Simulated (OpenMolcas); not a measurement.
**Ru²⁺ among point charges: CASSCF levels and susceptibility**

Aim: the splitting of the states of Ru²⁺ in the field of 6 point charges, its lowest levels with spin-orbit coupling and its magnetic susceptibility.

Program: OpenMolcas 26.06. Level of theory: state-averaged CASSCF, spin-orbit coupling by RASSI with atomic mean-field integrals. These are calculated values, not measurements, unless marked.

1 further run of the same task is left out (it didn't finish).

### 1 The system

```
Species                           : Ru²⁺ (ruthenium, Z = 44, 42 electrons)
Basis                             : ANO-RCC-VDZP [6s5p3d1f], 43 functions
Scalar Hamiltonian                : DKH2, point nucleus
Inactive shells                   : 1s 2s 2p 3s 3p 3d 4s 4p
Active space                      : 6 electrons in 5 orbitals (4d)
Some configurations of this space : 4d⁶
Orbitals                          : optimised for each spin and parity, averaged over all roots
```

Outer shells as boxes (Hund's rule):

4d6
```
4d [↑↓][↑ ][↑ ][↑ ][↑ ]
```

The ion sits among 6 point charges of -1.7 e arranged as a trigonal prism (D3h), 2.14 Å from the ion. The active orbitals were held to one l.

The work runs as a chain of OpenMolcas steps in one folder; each step below is one input file. Labels, J, g values, rates, χT and fits are worked out afterwards by a script from the matrices that RASSI stores.

### 2 Basis and integrals

a.inp

```
&GATEWAY
Coord
1

Ru 0.0 0.0 0.0
Basis=ANO-RCC-VDZP
Group=NoSym
NoMove
AngMom=0.0 0.0 0.0
AMFI
XField
6 Angstrom 0
1.617526 0.000000 1.401145 -1.700000
-0.808763 1.400819 1.401145 -1.700000
-0.808763 -1.400819 1.401145 -1.700000
1.617526 0.000000 -1.401145 -1.700000
-0.808763 1.400819 -1.401145 -1.700000
-0.808763 -1.400819 -1.401145 -1.700000
&SEWARD
```

Run with:

```
OMP_NUM_THREADS=1 MOLCAS_MEM=1689 MOLCAS_PROJECT=a pymolcas a.inp > a.log
```

### 3 CASSCF: quintets, 5 roots

a.inp

```
&RASSCF
FileOrb=start.orb
Symmetry=1
Spin=5
nActEl=6 0 0
Inactive=18
Ras2=5
CIRoot=5 5 1
SDav=5
CIMx=300
Iter=120 100
PrWF=0.3
OrbListing=Nothing
MaxOrb=0
SupSym
1
15 10 11 12 13 14 19 20 21 22 23 32 33 34 35 36
>>> COPY $Project.JobIph JOB001
```

start.orb holds the contracted functions of the basis, ordered by shell, or the orbitals of the step before.

### 4 Reference wave functions, triplets, 45 roots

a.inp

```
&RASSCF
FileOrb=start.orb
Symmetry=1
Spin=3
nActEl=6 0 0
Inactive=18
Ras2=5
CIRoot=45 45 1
SDav=45
CIMx=300
Iter=120 100
PrWF=0.3
OrbListing=Nothing
MaxOrb=0
SupSym
1
15 10 11 12 13 14 19 20 21 22 23 32 33 34 35 36
>>> COPY $Project.JobIph JOB002
```

### 5 Reference wave functions, singlets, 50 roots

a.inp

```
&RASSCF
FileOrb=start.orb
Symmetry=1
Spin=1
nActEl=6 0 0
Inactive=18
Ras2=5
CIRoot=50 50 1
SDav=50
CIMx=300
Iter=120 100
PrWF=0.3
OrbListing=Nothing
MaxOrb=0
SupSym
1
15 10 11 12 13 14 19 20 21 22 23 32 33 34 35 36
>>> COPY $Project.JobIph JOB003
```

### 6 State interaction with spin-orbit coupling

a.inp

```
&RASSI
NrOfJobIphs=3 5 45 50
1 2 3 4 5
1 2 3 4 5 6 7 8 9 10 11 12 13 14 15 16 17 18 19 20 21 22 23 24 25 26 27
28 29 30 31 32 33 34 35 36 37 38 39 40 41 42 43 44 45
1 2 3 4 5 6 7 8 9 10 11 12 13 14 15 16 17 18 19 20 21 22 23 24 25 26 27
28 29 30 31 32 33 34 35 36 37 38 39 40 41 42 43 44 45 46 47 48 49 50
IphNames
JOB001
JOB002
JOB003
EJob
SpinOrbit
DIPRint=1.0
SOCoupling=1000.0
Subsets=2
Property=9
'ANGMOM' 1 'ANGMOM' 2 'ANGMOM' 3 'MLTPL  1' 1 'MLTPL  1' 2 'MLTPL  1' 3
'AMFI' 1 'AMFI' 2 'AMFI' 3
SOProperty=3
'ANGMOM' 1 'ANGMOM' 2 'ANGMOM' 3
```

Before running it: what results should come out? Wanted: spin-free ground state; first state of the same spin within the active space; lowest level; next level.

As calculated:

```
                                            quantity                            value
                                              method                           CASSCF
                              spin-free ground state   5E, 2-fold in its orbital part
first state of the same spin within the active space                 5A1 at 4640 cm⁻¹
                                        lowest level  2-fold E, g = 0.00, 0.00, 11.99
                                          next level                       521.8 cm⁻¹
                                         χT at 300 K                   5.10 cm³ K/mol
                           effective moment at 300 K                          6.38 μB
```

**Reading.** The spin-free ground state (5E) comes to 100 % from free-ion D terms and keeps the highest spin of the shell. χT at 300 K is 5.10, against 3.01 cm³ K/mol for the spin alone, so orbital moment adds to it. An active space of the d shell alone favours high spin; real ions in strong fields can be low spin. The field of point charges can differ much from that of real complexes. With metal d orbitals alone active, the gaps between spin states are rough; where two lie within a few thousand cm-1, their order is open. Point charges carry no covalency, so the field is a model and not that of real ligands.
